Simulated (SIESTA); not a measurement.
The system is GaGe.

```
CELL_PARAMETERS angstrom
0.00000 2.89784 2.89784
2.89784 0.00000 2.89784
2.89784 2.89784 0.00000
ATOMIC_POSITIONS crystal
Ge 0.00000 0.00000 0.00000
Ga 0.25000 0.25000 0.25000
```

The cell comes from a database or a generator and needn't be the stable form of this composition.

Base run:

```yaml
Program: SIESTA 5.4.2
Functional: PBE
Potentials_or_basis: PseudoDojo 0.4 standard (PBE files)
Basis: DZP (energy shift 0.002 Ry; radii capped at 9.5 bohr)
Grid_cutoff: 800 Ry
Energy_shift: 0.002 Ry
k_mesh: 8 × 8 × 8
Occupations: fermi-dirac, width 0.05 eV
Spin: no spin polarisation
```

Its results: band gap on the k mesh none (metal or under the smearing width); pressure 2.0 GPa.

**Question.** The run is repeated on the same cell with these changes: basis from DZP (energy shift 0.002 Ry; radii capped at 9.5 bohr) to DZP (energy shift 0.003 Ry; two zetas on semicore shells); energy shift from 0.002 Ry to 0.003 Ry. What comes out?

**Answer.** Band gap on the k mesh none (metal or under the smearing width); pressure 1.0 GPa.

Caveats: the basis of atomic orbitals isn't converged, which shifts pressures, moduli and gaps; semicore shells carry a single zeta, which can move pressures by several GPa and volumes by a few percent (some runs).

Not every run made on this cell is shown here.
